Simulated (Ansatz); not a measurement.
# CH7AlFNO2: the cost of one run

Method: UKS PBE/STO-3G, in Ansatz 0.2.0.

### 1 The structure to begin with

Bond lengths: Al1–N2 2.237 Å, N2–C3 1.448 Å, Al1–O4 1.636 Å, Al1–O5 1.633 Å, Al1–F7 2.112 Å, N2–H8 1.010 Å, C3–H9 1.097 Å, C3–H10 1.096 Å, C3–H11 1.090 Å, O4–H12 0.943 Å, O5–H13 0.944 Å. Angles (14 of 17 angles, heavy atoms first): Al1–N2–C3 127.1°, N2–Al1–O4 113.6°, N2–Al1–O5 107.8°, N2–Al1–F7 69.7°, O4–Al1–O5 130.8°, O4–Al1–F7 111.4°, O5–Al1–F7 107.0°, Al1–N2–H8 117.5°, C3–N2–H8 111.9°, N2–C3–H9 111.0°, N2–C3–H10 111.8°, N2–C3–H11 109.1°, Al1–O4–H12 160.8°, Al1–O5–H13 170.3°.

Structure file:

```xyz
13

Al   -0.1602    1.3304   -0.3909
N    -0.0653   -0.6005    0.7346
C    -0.0300   -1.9356    0.1760
O    -0.3437    1.1393   -2.0052
O    -0.7480    2.4685    0.6215
H     1.0922    0.0578    0.6128
F     1.8238    0.9319    0.2125
H    -0.3926   -0.5997    1.6898
H     0.6287   -2.5885    0.7610
H    -1.0268   -2.3896    0.1445
H     0.3503   -1.8858   -0.8444
H    -0.1794    0.8718   -2.8947
H    -0.9488    3.2001    1.1825
```

### 2 Run 1

150 steps of 0.5 fs at constant energy, with velocities drawn for 1000 K.

File input.yaml:

```yaml
crystal:
  periodic: [false, false, false]
  atoms:
    - { symbol: Al, position_ang: [-0.1602, 1.3304, -0.3909] }
    - { symbol: "N", position_ang: [-0.0653, -0.6005, 0.7346] }
    - { symbol: C, position_ang: [-0.03, -1.9356, 0.176] }
    - { symbol: O, position_ang: [-0.3437, 1.1393, -2.0052] }
    - { symbol: O, position_ang: [-0.748, 2.4685, 0.6215] }
    - { symbol: H, position_ang: [1.0922, 0.0578, 0.6128] }
    - { symbol: F, position_ang: [1.8238, 0.9319, 0.2125] }
    - { symbol: H, position_ang: [-0.3926, -0.5997, 1.6898] }
    - { symbol: H, position_ang: [0.6287, -2.5885, 0.761] }
    - { symbol: H, position_ang: [-1.0268, -2.3896, 0.1445] }
    - { symbol: H, position_ang: [0.3503, -1.8858, -0.8444] }
    - { symbol: H, position_ang: [-0.1794, 0.8718, -2.8947] }
    - { symbol: H, position_ang: [-0.9488, 3.2001, 1.1825] }
magnetization:
  spin_polarized: true
basis:
  gaussian: { orbitals: STO-3G }
hamiltonian:
  xc: pbe
md:
  timestep: 0.5
  n_steps: 150
  ensemble: nve
  temperature: 1000.0
  initial_velocities: maxwell_boltzmann
  seed: 921810
```

Command:

```console
$ ansatz run input.yaml --threads 1 --pin off --max-ram 2048MiB --backend cpu --events-out ev --progress --plain --runs-dir out
```

Q: Estimate wall time and peak memory on 1 thread of Arm Neoverse V2, shared host.

About 9.6 min, with a peak of 0.12 GiB.
